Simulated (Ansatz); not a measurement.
# MnSn2: properties at the relaxed cell

The task here is to estimate one member of a computed series from the others.

Method: DFT PBEsol, scalar-relativistic, plane waves, PAW, in Ansatz 0.2.0.

1 further run of the same task is left out (set aside as unsound or not needed).

### The starting structure

The structure is tetragonal, space group I4/mcm (No. 140). Conventional cell: a = 6.506 Å, b = 6.506 Å, c = 5.319 Å, α = 90.00°, β = 90.00°, γ = 90.00°. Mn (site symmetry 422) has 2 Mn at 2.66 Å and 8 Sn at 2.77 Å as nearest neighbours. Sn (site symmetry m2m) has 4 Mn at 2.77 Å and 3 Sn at 3.03 to 3.09 Å as nearest neighbours.

As a file:

```
CELL_PARAMETERS angstrom
-3.25303 3.25303 2.65944
3.25303 -3.25303 2.65944
3.25303 3.25303 -2.65944
ATOMIC_POSITIONS crystal
Mn 0.75000 0.75000 0.00000
Mn 0.25000 0.25000 0.00000
Sn 0.16448 0.66448 0.82896
Sn 0.66448 0.83552 0.50000
Sn 0.83552 0.33552 0.17104
Sn 0.33552 0.16448 0.50000
```

It is the result of an earlier relaxation at this level (volume 18.76 Å³/atom; gap on the mesh: none (metal), site moments up to 2.2 μB).

Set-up of the first run:

The input, input.yaml:

```yaml
crystal:
  lattice:
    - [-3.2201663975, 3.2201663975, 2.6325703527]
    - [3.2201663975, -3.2201663975, 2.6325703527]
    - [3.2201663975, 3.2201663975, -2.6325703527]
  atoms:
    - { symbol: Mn, position: [0.75, 0.75, 0.0], spin: 2.44 }
    - { symbol: Mn, position: [0.25, 0.25, 0.0], spin: 2.44 }
    - { symbol: Sn, position: [0.1644806261, 0.6644806261, 0.8289612523] }
    - { symbol: Sn, position: [0.6644806261, 0.8355193739, 0.5] }
    - { symbol: Sn, position: [0.8355193739, 0.3355193739, 0.1710387477] }
    - { symbol: Sn, position: [0.3355193739, 0.1644806261, 0.5] }
basis:
  ecutwfc: 420
kpoints:
  mp_grid: { grid: [8, 8, 8] }
hamiltonian:
  xc: pbesol
scf:
  occupations: { method: gaussian, width: 0.1 }
output:
  forces: true
  stress: true
  eigenvalues: true
  populations: true
magnetization:
  spin_polarized: true
relax:
  adjacent_minimum: "off"
  f_tol: 0.01
  max_steps: 30
  cell: { stress_tol: 0.1, fix: [volume] }
```

Launch:

```console
> ansatz run input.yaml --threads 1 --pin off --max-ram 2560MiB --backend cpu --events-out ev --progress --plain --runs-dir out
```

Steps of the session up to this table: Volume × 0.97; The cell scaled to 1.03 of its volume; The cell scaled to 0.94 of its volume; Point at V/V0 = 1.06; The cell scaled to 0.91 of its volume.

One table of the session follows, with a row left open; its other results are not shown here.

It belongs to the step «Energy against volume». 

```
volume (Å³/atom)  energy above the lowest point (meV/atom)  pressure (GPa)  largest moment (μB)
          17.073                                      55.6           11.49                 1.90
          17.636                                      23.3            7.00                 2.02
          18.199                                       5.4            3.20                 2.13
          18.762                                       0.0           -0.02                 2.22
          19.325                                         ?               ?                    ?
          19.887                                      17.3           -4.39                 2.45
```

Q: Estimate the row for volume (Å³/atom) = 19.325 from the others.

Worked estimate for «energy above the lowest point (meV/atom)». A straight line through the neighbours (18.762, 0.0) and (19.887, 17.3) gives 0.0 + (17.3 − 0.0) × (19.325 − 18.762) / (19.887 − 18.762) = 8.7; a parabola fitted to 3 rows on both sides gives 4.0.

As computed: energy above the lowest point (meV/atom): 4.9; pressure (GPa): -2.57; largest moment (μB): 2.32. In «energy above the lowest point (meV/atom)» the line misses by +3.8 and the parabola by -0.9.
